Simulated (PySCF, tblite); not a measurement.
**C₇H₉O radical: geometry, infrared bands and EPR parameters**

What infrared bands and EPR parameters should C₇H₉O radical (`C=C(C)/C=[C]\C(C)=O`) show?

The runs use tblite 0.8.0 and PySCF 2.14.0, with density-fitted response routines of our own; the level of theory stands in each step. All values are computed, except where a source is named. Atoms count from 0, in the outputs and in this text.

### 1 The starting structure

17 atoms, charge 0, multiplicity 2; geometry from: force field or distance geometry start.

Bonds of the start (Å): C0–C1 1.35, C1–C2 1.46, C1–C3 1.45, C3–C4 1.30, C4–C5 1.47, C5–C6 1.50, C5–O7 1.28, C0–H8 1.08, C0–H9 1.09, C2–H10 1.12, C2–H11 1.13, C2–H12 1.09, C3–H13 1.09, C6–H14 1.12, C6–H15 1.12, C6–H16 1.11.

### 2 Relaxing the molecule with GFN2-xTB

The job: settings as JSON, then the geometry in Å.

```
{"job": {"kind": "relax", "xc": "GFN2-xTB", "basis": "xTB"}, "charge": 0, "multiplicity": 2}
C     -1.837800    -1.514600     0.717400
C     -1.438700    -0.421900     0.032700
C     -2.357300     0.427200    -0.715300
C     -0.025200    -0.078500     0.053400
C      0.495400     0.951800    -0.555100
C      1.944800     1.143900    -0.434500
C      2.790000     0.201500     0.370200
O      2.521400     2.129800    -1.003300
H     -1.080100    -2.079400     1.247200
H     -2.885500    -1.815600     0.744900
H     -3.421700     0.090600    -0.605000
H     -2.251300     1.497500    -0.385100
H     -2.096300     0.381300    -1.775700
H      0.638000    -0.726000     0.620200
H      2.578500    -0.837900     0.026100
H      3.875400     0.405700     0.204400
H      2.543600     0.256600     1.447700
```

On the command line:

```bash
$ OMP_NUM_THREADS=1 python probes_run.py task.json out
```

One launch serves the whole session: the jobs run in the order shown.

**Question.** This job is followed by: GFN2-xTB harmonic vibrations, gas phase; UKS B3LYP, pcH-1 on C H O, non-relativistic, mean-field spin-orbit, GIAO. Predict these results of the whole session: strongest single infrared mode (GFN2-xTB); zero-point energy (GFN2-xTB); g(iso) (B3LYP); ⟨S²⟩; largest a(iso) (averaged by class); potential on the surface of density 0.002 e/bohr³, 1st and 99th percentile.

**Answer**, as computed:

| quantity | value |
| --- | --- |
| strongest single infrared mode (GFN2-xTB) | 1570 cm⁻¹, 268 km/mol |
| zero-point energy (GFN2-xTB) | 83.9 kcal/mol |
| g(iso) (B3LYP) | 2.00482 |
| ⟨S²⟩ | 0.769 (exact 0.75) |
| largest a(iso) (averaged by class) | 1H on H13, 139.4 MHz |
| potential on the surface of density 0.002 e/bohr³, 1st and 99th percentile | -1.75 V and 1.10 V |

Relaxing lowered the energy by 1.057 eV in 145 steps; the close pair that moved most is C4–C5, from 1.467 to 1.392 Å. No mode is imaginary among the 45: a minimum at this level. The strongest single mode, at 1570 cm⁻¹, moves mainly C5 and O7. Unscaled tight-binding wavenumbers are off by several per cent, some by more. Its intensities can rank the bands wrongly. The largest share of the spin, 0.82 e, sits on C4. The isotropic g lies 2.5 ppt above the free-electron value. These values are for one conformer; the search (at its own cheap level) found 2 more, at 0.01, 0.08 kcal/mol (those within 0.05 may be mirror or relabelled copies), and measured spectra average over such forms.
